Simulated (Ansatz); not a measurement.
Cd3Hg, space group P-6m2: a comparison of norm-conserving and PAW potentials, run with the Python package of Ansatz (0.2.0).

`nc_paw.py`:
```python
"""Norm-conserving against PAW potentials for Cd3Hg."""

import ansatz
import numpy as np


def count_gap(report):
    # lowest empty less highest filled band, counting bands; zero where they overlap
    return max(report.get("gap_by_band_count_ev") or 0.0, 0.0)


def main() -> None:
    xtal = (
        ansatz.Lattice.from_parameters(3.066294, 3.066294, 11.015888, alpha=90, beta=90, gamma=120)
        .space_group(187)
        .atom("Cd", (0.0, 0.0, 0.0))
        .atom("Cd", (1 / 3, 2 / 3, 0.754788))
        .atom("Hg", (0.0, 0.0, 0.5))
    )

    job = (
        xtal.calculation()
        .kpoints(10, 10, 3)
        .functional("lda")
        .occupations("cold", width=0.1)
        .scf(max_iterations=70)
        .stress()
        .forces()
        .band_table()
    )
    variants = {
        "PAW": job.pseudopotentials("paw"),
        "norm-conserving": job.pseudopotentials("nc"),
    }
    # totals differ by the cores that each treatment holds, so compare what does not depend on them
    rows = []
    for label, variant in variants.items():
        r = variant.run(threads=1, pin="off").report
        levels = np.array(r["eigenvalues_ev"][0]) - r["fermi_energy_ev"]
        print(label, "levels at the first k-point near E_F:", np.round(levels[np.abs(levels) < 5], 3))
        rows.append((label, r["n_electrons"], np.trace(r["stress_gpa"]) / 3, float(np.abs(r["forces_ev_ang"]).max()), count_gap(r)))
    print("     treatment  electrons in bands           P GPa  max force component eV/A  gap by band count eV")
    for row in rows:
        print(f"{str(row[0]):>14s}  {row[1]:18.1f}  {row[2]:14.3f}  {row[3]:24.4f}  {row[4]:20.3f}")


if __name__ == "__main__":
    main()
```

How well do the two treatments of the cores agree on the pressure?

PAW gives -4.961 GPa and norm-conserving -4.743 GPa, 0.22 GPa apart. They took 7.9 and 57.4 s of processor time.

What the script printed:

`python nc_paw.py` gives:
```text
DeckWarning: basis.ecutwfc = 420 eV, auto-derived from the records' recommended cutoffs: set by Cd (normal level)
PAW levels at the first k-point near E_F: [-2.615 -2.6    4.427  4.53 ]
DeckWarning: basis.ecutwfc = 1387.780699 eV, auto-derived from the records' recommended cutoffs: set by Cd (normal level)
norm-conserving levels at the first k-point near E_F: [-2.613 -2.598  4.432  4.534]
     treatment  electrons in bands           P GPa  max force component eV/A  gap by band count eV
           PAW                80.0          -4.961                    0.0326                 0.000
norm-conserving                80.0          -4.743                    0.0441                 0.000
```
(Warnings from the package without file and line.)

Reading the output:
- The computed bands are complete only to about 4.7 eV above the Fermi level.
- A gap by band count of zero or less means overlapping bands, a metal.
- This cell is a computed structure, which may not be the phase found in nature.
- Gaps and levels are Kohn-Sham values on a finite set of k-points, without spin-orbit coupling.
- Stress is positive in compression.
- The whole script took 66 s on 1 thread of Arm Neoverse V2, with other jobs on the host, peak memory 0.74 GiB.
